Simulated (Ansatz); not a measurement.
Ta3AsAu2O13: equation of state with PBE

Ta3AsAu2O13:

```
CELL_PARAMETERS angstrom
6.43030 -1.94333 -0.00483
6.43030 1.94333 -0.00483
-2.54785 0.00000 10.68617
ATOMIC_POSITIONS crystal
Ta 0.42174 0.42174 0.35289
Ta 0.60514 0.60514 0.67616
Ta 0.33575 0.33575 0.98865
As 0.62199 0.62199 0.00347
Au 0.71608 0.71608 0.34780
Au 0.30523 0.30523 0.63263
O 0.69967 0.69967 0.15479
O 0.56266 0.56266 0.34673
O 0.27377 0.27377 0.44492
O 0.32994 0.32994 0.81777
O 0.48263 0.48263 0.55126
O 0.75351 0.75351 0.62745
O 0.36278 0.36278 0.18289
O 0.87969 0.87969 0.36594
O 0.57427 0.57427 0.83568
O 0.11671 0.11671 0.67068
O 0.49325 0.49325 0.03078
O 0.16601 0.16601 0.98717
O 0.79918 0.79918 0.98234
```

The cell was built by a generator and needn't be a form met in nature.

```yaml
Program: Ansatz 0.2.0
Task: equation of state
Functional: PBE
Potentials_or_basis: Ansatz PAW
Cutoff: 420 eV
Density_cutoff: 1680 eV
k_mesh: 7 × 7 × 3
Occupations: fermi-dirac, width 0.05 eV
Spin: no spin polarisation
```

```yaml
Equilibrium_volume: 14.06 Å³/atom
Bulk_modulus_at_fixed_shape_and_positions: 179 GPa
Pressure_derivative_of_the_bulk_modulus: 4.6
```

Energy against volume, from the lowest point:
```tsv
volume (Å³/atom)	energy (meV/atom)
13.211	31.90
13.492	13.67
13.773	3.32
14.054	0.00
14.335	2.97
14.616	11.55
14.897	25.15
```

All runs of the series together: 3.3 min on 8 threads of Arm Neoverse V1 (shared host).

Caveat: the cell was scaled at fixed shape and fractional positions, which overstates the stiffness of a crystal with free parameters, most of all of layers and chains. Spin-orbit coupling is left out, which matters for the levels of Au, Ta.
